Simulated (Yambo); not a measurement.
# GaSb (F-43m) in Yambo: a series of runs, part 2 of 2

Yambo 5.3.0. The steps go on from the part before.

## 4. Optical spectrum, PBE (volume scaled by 0.96)

optics2.in reads:

```
optics
chi
tddft
Chimod= "ALDA"
% BndsRnXd
 1 | 34 |
%
NGsBlkXd= 1 Ry
% LongDrXd
 1 | 1 | 0 |
%
% QpntsRXd
 1 | 1 |
%
% EnRngeXd
 0 | 20 | eV
%
% DmRngeXd
 0.3 | 0.3 | eV
%
ETStpsXd= 150
FxcGRLc= 1 Ry
VXCRLvcs= 1 Ry
```

scf.in reads:

```
&CONTROL
  calculation = 'scf'
  prefix = 'pwscf'
  outdir = './tmp'
  pseudo_dir = './pseudo'
/
&SYSTEM
  ibrav = 0
  nat = 2
  ntyp = 2
  ecutwfc = 80
  nbnd = 21
  occupations = 'smearing'
  smearing = 'fd'
  degauss = 0.00367493
  force_symmorphic = .true.
/
&ELECTRONS
  conv_thr = 4d-10
  electron_maxstep = 120
  mixing_beta = 0.5
/
ATOMIC_SPECIES
Sb   121.7600 Sb.upf
Ga    69.7230 Ga.upf
CELL_PARAMETERS angstrom
   0.0000000000    3.0176570942    3.0176570942
   3.0176570942    0.0000000000    3.0176570942
   3.0176570942    3.0176570942    0.0000000000
ATOMIC_POSITIONS angstrom
Sb     4.5264856413    4.5264856413    4.5264856413
Ga     0.0000000000    0.0000000000    0.0000000000
K_POINTS automatic
8 8 8 0 0 0
```

nscf.in reads:

```
&CONTROL
  calculation = 'nscf'
  prefix = 'pwscf'
  outdir = './tmp'
  pseudo_dir = './pseudo'
/
&SYSTEM
  ibrav = 0
  nat = 2
  ntyp = 2
  ecutwfc = 80
  nbnd = 34
  occupations = 'fixed'
  force_symmorphic = .true.
/
&ELECTRONS
  conv_thr = 1d-08
  diago_full_acc = .true.
  diago_thr_init = 1d-06
/
ATOMIC_SPECIES
Sb   121.7600 Sb.upf
Ga    69.7230 Ga.upf
CELL_PARAMETERS angstrom
   0.0000000000    3.0176570942    3.0176570942
   3.0176570942    0.0000000000    3.0176570942
   3.0176570942    3.0176570942    0.0000000000
ATOMIC_POSITIONS angstrom
Sb     4.5264856413    4.5264856413    4.5264856413
Ga     0.0000000000    0.0000000000    0.0000000000
K_POINTS automatic
8 8 8 0 0 0
```

Potentials or basis: PseudoDojo 0.4.1 SR PBE standard.

Run with:

```sh
$ OMP_NUM_THREADS=1 pw.x -in scf.in > scf.out
$ OMP_NUM_THREADS=1 pw.x -in nscf.in > nscf.out
$ cd tmp/pwscf.save; p2y; mv SAVE ../..; cd ../..
$ OMP_NUM_THREADS=1 yambo
$ OMP_NUM_THREADS=1 yambo -F optics2.in -J optics2 -C optics2_out
```

Yambo's report:

```text
[... sections 02.01 to 02.04 as in the set-up run ...]

  [02.05] Energies & Occupations
  ==============================

  [X] === General ===
  [X] Electronic Temperature                        :  0.000000  0.000000 [eV K]
  [X] Bosonic    Temperature                        :  0.000000  0.000000 [eV K]
  [X] Finite Temperature mode                       : no
  [X] El. density                                   :  0.50947E+24 [cm-3]
  [X] Fermi Level                                   :  8.892444 [eV]

  [X] === Gaps and Widths ===
  [X] Conduction Band Min                           :  0.335280 [eV]
  [X] Valence Band Max                              :  0.000000 [eV]
  [X] Filled Bands                                  :  14
  [X] Empty Bands                                   :   15   34
  [X] Direct Gap                                    :  0.335280 [eV]
  [X] Direct Gap localized at k                     :  1
  [X] Indirect Gap                                  :  0.335280 [eV]
  [X] Indirect Gap between kpts                     :  1  1
  [X] Last valence band width                       :  3.306853 [eV]
  [X] 1st conduction band width                     :  3.508655 [eV]

 [03] Transferred momenta grid and indexing
 ==========================================

 IBZ Q-points                                      :  29
 BZ  Q-points                                      :   512

 K/Q-points units:
 rlu = crystal or reduced units; cc = cartesian coordinates; iku = interal k-units

 Q [ 1]         [rlu]:  0.000000  0.000000  0.000000
 Q [ 2]         [rlu]:  0.54107E-17  0.54107E-17  0.12500
 Q [ 3]         [rlu]:  0.10821E-16  0.10821E-16  0.25000
 Q [ 4]         [rlu]:  0.74842E-17  0.74842E-17  0.37500
 Q [ 5]         [rlu]: -0.21643E-16 -0.21643E-16 -0.50000
 Q [ 6]         [rlu]:  0.23765E-17  0.12500      0.12500
 Q [ 7]         [rlu]:  0.18006E-16  0.12500      0.25000
 Q [ 8]         [rlu]:  0.36012E-16  0.12500      0.37500
 Q [ 9]         [rlu]: -0.27756E-17  0.12500      0.50000
 Q [10]         [rlu]: -0.72024E-16  0.12500     -0.37500
 Q [11]         [rlu]: -0.74842E-17  0.12500     -0.25000
 Q [12]         [rlu]: -0.38577E-16  0.12500     -0.12500
 Q [13]         [rlu]:  0.47530E-17  0.25000      0.25000
 Q [14]         [rlu]:  0.41282E-17  0.25000      0.37500
 Q [15]         [rlu]:  0.31266E-17  0.25000      0.50000
[... 12 lines left out ...]
 Q [28]         [rlu]:  0.125000 -0.500000 -0.375000
 Q [29]         [rlu]:  0.250000 -0.500000 -0.250000

 [04] Dipoles
 ============

  [04.01] Setup: observables and procedures
  =========================================

  [WF-Oscillators/G space/Transverse up loader] Normalization (few states)  min/max  :  0.10939E-16   1.0000

  [WR./optics2//ndb.dipoles]------------------------------------------------------
   Brillouin Zone Q/K grids (IBZ/BZ)                :    29   512    29   512
   RL vectors                                       :   5601 [WF]
   Fragmentation                                    : yes
   Electronic Temperature                           :  0.000000 [K]
   Bosonic    Temperature                           :  0.000000 [K]
   DIP band range                                   :    1   34
   DIP band range limits                            :  14  15
   DIP e/h energy range                             : -1.000000 -1.000000 [eV]
   RL vectors in the sum                            :   5601
   [r,Vnl] included                                 : yes
   Bands ordered                                    : yes
   Direct v evaluation                              : no
   Approach used                                    : G-space v
   Dipoles computed                                 : R V P [G-space]
   Wavefunctions                                    : Perdew, Burke & Ernzerhof(X)+Perdew, Burke & Ernzerhof(C)

  [WARNING] [r,Vnl^pseudo] included in position and velocity dipoles.

  [WARNING] In case H contains other non local terms, these are neglected

 [05] Optics
 ===========

 [xc] Functional : Perdew, Burke & Ernzerhof(X)+Perdew, Burke & Ernzerhof(C)
 [xc] LIBXC used to calculate xc functional
  PP Number of Atomic Species                      :  2
  NLCC RL compoments                               :   35749
 [X-CG] R(p) Tot o/o(of R):    6440  143360     100
```

Wall time 66 s (1 thread of Arm Neoverse V2, shared host); peak memory 0.49 GiB.

What came out:

```yaml
Band_gap_on_the_k_mesh_mean-field_level: 0.34 eV, direct
Electronic_dielectric_constant_along_the_field: 45.02
Electronic_dielectric_constant_along_the_field_independent_particles: 45.30
```

Dielectric function (along the field direction of the input):
```
energy (eV)  real part  imaginary part
       0.27      35.34           32.37
       0.67      15.04           17.07
       1.21      22.03           13.25
       1.74      10.38           22.66
       2.28       9.19           13.48
       2.68       9.74           15.68
       3.22       6.21           19.39
       3.76      -3.77           18.59
       4.30      -3.05           11.73
       4.70      -2.74           10.06
       5.23      -5.34           10.51
       5.77      -5.40            5.77
       6.31      -4.58            3.91
       6.85      -3.54            2.76
       7.25      -2.53            2.33
       7.79      -1.96            2.60
       8.32      -2.12            2.20
       8.86      -1.95            1.65
       9.26      -1.69            1.28
       9.80      -1.17            1.05
      10.34      -1.01            1.10
      10.87      -0.94            0.83
      11.28      -0.70            0.70
      11.81      -0.54            0.70
      12.35      -0.42            0.60
      12.89      -0.31            0.49
      13.42      -0.16            0.45
      13.83      -0.09            0.41
      14.36       0.01            0.37
      14.90       0.09            0.36
      15.44       0.16            0.31
      15.84       0.24            0.30
      16.38       0.29            0.30
      16.91       0.35            0.27
      17.45       0.42            0.28
      17.85       0.44            0.29
      18.39       0.49            0.29
      18.93       0.49            0.31
      19.46       0.52            0.28
      20.00       0.51            0.28
```

Caveat: the LDA kernel is used on GGA states, which is inconsistent by a few percent; spectra need much finer meshes, so this one isn't converged; these spectra lack excitons; spin-orbit coupling is left out, which moves the levels of the heavy elements.

## 5. Overview

```tsv
broadening	kernel	top of the energy range	energy points	cutoff of the response matrix	gap on the mesh (eV)
0.3 eV	none (independent particles)	30 eV	200	-	0.34
0.05 eV	Hartree (RPA with local fields)	10 eV	150	4 Ry	0.34
0.3 eV	adiabatic LDA	20 eV	150	1 Ry	0.34
```

Alike in all rows: task optical spectrum; level PBE; potentials or basis PseudoDojo 0.4.1 SR PBE standard; no spin polarisation; cell volume scaled by 0.96; k mesh 8 × 8 × 8; cutoff (eV) 1088; smearing fixed.

Caveats: spectra need much finer meshes, so this one isn't converged; spin-orbit coupling is left out, which moves the levels of the heavy elements; these spectra lack excitons (some runs); independent-particle spectra lack excitons (some runs); the LDA kernel is used on GGA states, which is inconsistent by a few percent (some runs).

Absolute energies hang on the potentials; compare differences alone.
